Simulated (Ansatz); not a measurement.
A first try at a comparison of norm-conserving and PAW potentials of Ga3Se, space group Pm-3m, using Ansatz 0.2.0, Python API.

`run_nc_paw.py`
```python
"""Norm-conserving against PAW potentials for Ga3Se."""

import ansatz as az
import numpy as np
from pymatgen.core import Lattice, Structure
from pymatgen.io.ase import AseAtomsAdaptor
from tabulate import tabulate

params = {
    "width_ev": 0.1,
}


def count_gap(report):
    # lowest empty less highest filled band, counting bands; zero where they overlap
    return max(report.get("gap_by_band_count_ev") or 0.0, 0.0)

pmg_structure = Structure(
    Lattice([[4.432465, 0.0, 0.0], [0.0, 4.432465, 0.0], [0.0, 0.0, 4.432465]]),
    ["Ga", "Ga", "Ga", "Se"],
    [
        [0.0, 0.5, 0.5],
        [0.5, 0.0, 0.5],
        [0.5, 0.5, 0.0],
        [0.0, 0.0, 0.0],
    ],
)
system = az.Crystal.from_ase(pmg_structure)

base = (
    system.calculation()
    .kpoints(6, center="gamma")  # the mesh must be finer for metals
    .occupations(az.OccupationsMethod.FERMI_DIRAC, width=params["width_ev"])  # the run then minimises F = E - TS
    .functional(az.Functional.PBE)
    .stress()  # GPa
    .forces()  # eV per angstrom
    .band_table()  # levels at the mesh points
)
variants = {
    "PAW": base.pseudopotentials("paw"),
    "norm-conserving": base.pseudopotentials("nc"),
}
# totals differ by the cores that each treatment holds, so compare what does not depend on them
rows = []
for label, variant in variants.items():
    data = variant.run(threads=1, pin="off").report
    levels = np.array(data["eigenvalues_ev"][0]) - data["fermi_energy_ev"]
    print(label, "levels at the first k-point near E_F:", np.round(levels[np.abs(levels) < 5], 3))
    rows.append((label, data["n_electrons"], np.trace(data["stress_gpa"]) / 3, count_gap(data)))
print(tabulate(rows, headers=["treatment", "electrons in bands", "P GPa", "gap by band count eV"], floatfmt=".4f", tablefmt="plain"))
```

```console
$ python run_nc_paw.py
Traceback (most recent call last):
  File "run_nc_paw.py", line 28, in <module>
    system = az.Crystal.from_ase(pmg_structure)
  ...
ansatz.errors.InputError: Crystal.from_ase: atoms is an ASE Atoms, got a Structure
```
(Library frames cut from the traceback.)

What is wrong, and how is it mended?

The fault: a pymatgen structure is passed where ASE atoms are read. The change:

`run_nc_paw.py`
```python
"""Norm-conserving against PAW potentials for Ga3Se."""

import ansatz as az
import numpy as np
from pymatgen.core import Lattice, Structure
from pymatgen.io.ase import AseAtomsAdaptor
from tabulate import tabulate

params = {
    "width_ev": 0.1,
}


def count_gap(report):
    # lowest empty less highest filled band, counting bands; zero where they overlap
    return max(report.get("gap_by_band_count_ev") or 0.0, 0.0)

pmg_structure = Structure(
    Lattice([[4.432465, 0.0, 0.0], [0.0, 4.432465, 0.0], [0.0, 0.0, 4.432465]]),
    ["Ga", "Ga", "Ga", "Se"],
    [
        [0.0, 0.5, 0.5],
        [0.5, 0.0, 0.5],
        [0.5, 0.5, 0.0],
        [0.0, 0.0, 0.0],
    ],
)
system = az.Crystal.from_ase(AseAtomsAdaptor.get_atoms(pmg_structure))

base = (
    system.calculation()
    .kpoints(6, center="gamma")  # the mesh must be finer for metals
    .occupations(az.OccupationsMethod.FERMI_DIRAC, width=params["width_ev"])  # the run then minimises F = E - TS
    .functional(az.Functional.PBE)
    .stress()  # GPa
    .forces()  # eV per angstrom
    .band_table()  # levels at the mesh points
)
variants = {
    "PAW": base.pseudopotentials("paw"),
    "norm-conserving": base.pseudopotentials("nc"),
}
# totals differ by the cores that each treatment holds, so compare what does not depend on them
rows = []
for label, variant in variants.items():
    data = variant.run(threads=1, pin="off").report
    levels = np.array(data["eigenvalues_ev"][0]) - data["fermi_energy_ev"]
    print(label, "levels at the first k-point near E_F:", np.round(levels[np.abs(levels) < 5], 3))
    rows.append((label, data["n_electrons"], np.trace(data["stress_gpa"]) / 3, count_gap(data)))
print(tabulate(rows, headers=["treatment", "electrons in bands", "P GPa", "gap by band count eV"], floatfmt=".4f", tablefmt="plain"))
```

After the fix:

`python run_nc_paw.py` gives:
```text
DeckWarning: basis.ecutwfc = 420 eV, auto-derived from the records' recommended cutoffs: set by Ga (normal level)
PAW levels at the first k-point near E_F: [-3.718 -3.718 -3.718 -2.836 -2.836  1.608  1.608  1.608  4.413  4.413
  4.413]
DeckWarning: basis.ecutwfc = 1170.089609 eV, auto-derived from the records' recommended cutoffs: set by Se (normal level)
norm-conserving levels at the first k-point near E_F: [-3.717 -3.717 -3.717 -2.835 -2.835  1.608  1.608  1.608  4.415  4.415
  4.415]
treatment          electrons in bands    P GPa    gap by band count eV
PAW                           55.0000  -0.5494                  0.0000
norm-conserving               55.0000  -0.5741                  0.0000
```
(Warnings from the package without file and line.)

Reading the output:
- The computed bands are complete only to about 3.6 eV above the Fermi level.
- For a metal this k-point mesh is coarse: on a finer one energies can move by several to tens of meV an atom and pressures by half a GPa or more, differences at one mesh by less.
- A gap by band count of zero or less means overlapping bands, a metal, and at an odd count of electrons it is no gap at all.
- This cell is a computed structure, which may not be the phase found in nature.
- Gaps and levels are Kohn-Sham values on a finite set of k-points, without spin-orbit coupling.
- Stress is positive in compression.
- Timing: 16 s on 1 thread of Arm Neoverse V1, on a shared host, peak memory 0.57 GiB.

(A comment or docstring line of the script was reworded after the run, the code is as it ran; lines on the test bed's own set-up are left out of the output.)
